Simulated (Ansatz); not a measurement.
# SnH3F (SMILES [F][SnH3]): levels of theory compared

We compute a comparison of 6 runs (BLYP/STO-3G, HSE06/STO-3G, UPBE/STO-3G, r2SCAN/STO-3G, wB97X/STO-3G, CCSD(T)/STO-3G) of SnH3F. 

The calculation is run with Ansatz 0.2.0.

64 further runs of the same task are left out: 12 that didn't finish, 52 set aside as unsound or not needed.

## 1. The structure to begin with

SnH3F: 5 atoms, total charge 0, spin state singlet. As SMILES, `[F][SnH3]`. The H4–Sn2 distance was set to 3.401 Å, away from the relaxed value. At this shape a bond of the SMILES string is far longer than usual.

Bond lengths: F1–Sn2 1.926 Å, Sn2–H3 1.701 Å, Sn2–H5 1.701 Å. Angles: F1–Sn2–H3 104.7°, F1–Sn2–H5 104.7°, H3–Sn2–H5 113.8°.

## 2. The energy at BLYP/STO-3G (run 1)

Contents of in.yaml:

```yaml
crystal:
  periodic: [false, false, false]
  atoms:
    - symbol: F
      position_ang: [-1.503506, 2.278942, 0.365383]
    - symbol: Sn
      position_ang: [-0.118106, 1.494742, -0.718617]
    - symbol: H
      position_ang: [-0.746906, 1.505842, -2.298717]
    - symbol: H
      position_ang: [0.318900, -1.626500, 0.560600]
    - symbol: H
      position_ang: [1.225594, 2.515842, -0.508617]
basis:
  gaussian: {orbitals: STO-3G}
hamiltonian: {xc: {name: BLYP}}
accuracy: high
```

Launch:

```bash
$ ansatz run in.yaml --threads 1 --pin off --max-ram 2610MiB --events-out events.jsonl --progress --plain --runs-dir runs
```

Standard output:

```text
Warning: RAYON_NUM_THREADS=1 ignored (pool sized by the plan → 1); use --threads N
Functional definition: BLYP
  name "BLYP"
  parameter beta = 0.0042
  parameter a = 0.04918
  parameter b = 0.132
  parameter c = 0.2533
  parameter d = 0.349
  exchange = b88_x(beta = beta)
  correlation = lyp_c(a = a, b = b, c = c, d = d)
634 factors; integrals over basis functions are off by at most 4.9e-9 eV
mean field evaluation 1: about -165033.8812 eV, gradient 2.1e1 eV
mean field evaluation 2: about -165027.5595 eV, gradient 2.2e1 eV
mean field evaluation 4: about -165035.4273 eV, gradient 2.5e1 eV
mean field evaluation 8: about -165041.0619 eV, gradient 1.6e0 eV
mean field evaluation 16: about -165040.9890 eV, gradient 9.3e-4 eV
mean field -165040.98902718 eV, -6065.1444779487 hartree, gradient 3.3e-8 eV, S^2 0.000000; 0 other end points of the search recorded, 0 dependent functions left out
reference -165040.98906588 eV, -6065.1444793709 hartree; 31, 31 occupied and 4, 4 virtual orbitals, 634 factors
Total energy: -165040.98906588 eV, -6065.1444793709 hartree
```

Run time: 1.6 s. Hardware: 1 thread of Arm Neoverse V2, shared host; peak memory 0.1 GiB.

## 3. A single-point energy at HSE06/STO-3G (run 2)

Contents of molecule.yaml:

```yaml
crystal:
  periodic: [false, false, false]
  atoms:
    - {symbol: F, position_ang: [-1.503506, 2.278942, 0.365383]}
    - {symbol: Sn, position_ang: [-0.118106, 1.494742, -0.718617]}
    - {symbol: H, position_ang: [-0.746906, 1.505842, -2.298717]}
    - {symbol: H, position_ang: [0.318900, -1.626500, 0.560600]}
    - {symbol: H, position_ang: [1.225594, 2.515842, -0.508617]}
basis:
  gaussian:
    orbitals: STO-3G
hamiltonian:
  xc: hse06
accuracy: high
```

Launch:

```bash
$ ansatz run molecule.yaml --threads 1 --pin off --max-ram 2610MiB --events-out events.jsonl --progress --plain --runs-dir runs
```

Standard output:

```text
Warning: RAYON_NUM_THREADS=1 ignored (pool sized by the plan → 1); use --threads N
Functional definition: HSE06
  name "HSE06"
  parameter a = 0.25
  parameter omega = 0.11/bohr
  exchange = pbe_x - a*pbe_x_sr(omega) + a*exact_x_sr(omega)
  correlation = pbe_c
634 factors; integrals over basis functions are off by at most 4.9e-9 eV
54 factors; integrals over basis functions are off by at most 5.8e-10 eV
mean field evaluation 1: about -165029.2339 eV, gradient 2.1e1 eV
mean field evaluation 2: about -165023.1377 eV, gradient 2.4e1 eV
mean field evaluation 4: about -165034.4897 eV, gradient 1.2e1 eV
mean field evaluation 8: about -165035.5086 eV, gradient 1.7e0 eV
mean field evaluation 16: about -165035.5256 eV, gradient 2.1e-8 eV
mean field -165035.52559268 eV, -6064.9437004340 hartree, gradient 2.2e-8 eV, S^2 0.000000; 0 other end points of the search recorded, 0 dependent functions left out
reference -165035.52559457 eV, -6064.9437005034 hartree; 31, 31 occupied and 4, 4 virtual orbitals, 634 factors
Total energy: -165035.52559457 eV, -6064.9437005034 hartree
```

Wall time 2.4 s (1 thread of Arm Neoverse V2, shared host); peak memory 0.12 GiB.

Runs 3 to 5 aren't shown in full; the table further down has their settings and results.

## 4. A single-point energy at CCSD(T)/STO-3G (run 6)

in.yaml, as its differences from that of step 2:

```diff
@@ -15,3 +15,5 @@
   gaussian: {orbitals: STO-3G}
-hamiltonian: {xc: {name: BLYP}}
+magnetization: {spin_polarized: false, initial_magnetization: 0}
+correlation: {method: ccsd_t, frozen_orbitals: {F: 1, H: 0, Sn: 18}}
 accuracy: high
+scf: {omitted_lower_state_checks: [cluster_reference, increment]}
```

Launch:

```bash
$ ansatz run in.yaml --threads 1 --pin off --max-ram 2610MiB --events-out events.jsonl --progress --plain --runs-dir runs
```

Standard output (excerpt; [...] marks lines left out):

```text
Warning: RAYON_NUM_THREADS=1 ignored (pool sized by the plan → 1); use --threads N
Functional definition: HF
  name "HF"
[...]
634 factors; integrals over basis functions are off by at most 4.9e-9 eV
[...]
mean field -164976.73748083 eV, -6062.7832771714 hartree, gradient 6.5e-8 eV, S^2 0.000000; 1 other end points of the search recorded, 0 dependent functions left out; unrestricted orbitals would lower it
19 core orbitals not correlated: weight in the atoms' cores, before any rotation towards them, 1.000 or more for the frozen orbitals, at most 0.000 for the correlated occupied ones
reference -164976.73748083 eV, -6062.7832771714 hartree; 12, 12 occupied and 4, 4 virtual orbitals, 634 factors
second order -3.43472056 eV of doubles, -0.00000000 eV of singles
cycle   1  -3.01137267 eV  change    -1.1e0 eV  update   1.6e-1
[...]
cycle  30  -5.50620650 eV  change   4.6e-10 eV  update  2.4e-10
perturbative correction -0.25208536 eV, -0.0092639660 hartree
WARN: these amplitudes may be one of several solutions (largest doubles amplitude 0.72, level shift 8.91 eV)
Total energy: -164982.49577269 eV, -6062.9948904941 hartree
Checks for a lower state left out: cluster_reference, increment
```

It took 0.66 s on 1 thread of Arm Neoverse V2, shared host.

## 5. The series

| run | level | frozen core orbitals | energy (Eh) | wall time |
| --- | --- | --- | --- | --- |
| 1 | BLYP/STO-3G | – | -6065.144479 | 1.6 s |
| 2 | HSE06/STO-3G | – | -6064.943701 | 2.4 s |
| 3 | UPBE/STO-3G | – | -6064.623688 | 6.6 s |
| 4 | r2SCAN/STO-3G | – | -6065.464619 | 4.5 s |
| 5 | wB97X/STO-3G | – | -6065.410404 | 7.5 s |
| 6 | CCSD(T)/STO-3G | 19 | -6062.994890 | 0.66 s |

## 6. Results

| quantity | value |
| --- | --- |
| run 6: total energy | -6062.99489 Eh |
| run 6: correlation energy (19 core orbitals frozen) | -211.6 mEh |
| run 6: (T) correction | -9.26 mEh |
| run 6: T1 diagnostic | 0.024 |

In words: Totals of different functionals can't be ranked against each other. In run 6 the log says that unrestricted orbitals would lower the reference, so the values rest on an unstable closed-shell determinant (other closed-shell runs at this shape may share the fault). In runs 1, 2, 3, 4, 5, 6 the basis is minimal, so the values are rough. In runs 1, 2, 4, 5, 6 a closed-shell determinant meets a far-stretched bond, which it describes badly. In runs 1, 2, 3, 4, 5, 6 relativity is left out where basis or elements ask for it. Spin contamination of the reference: run 3 ⟨S²⟩ = 0.91. Where it is this large, the reference is a mixture of spin states, and values that rest on it are in doubt. All runs together took 23 s, the longest 7.5 s.
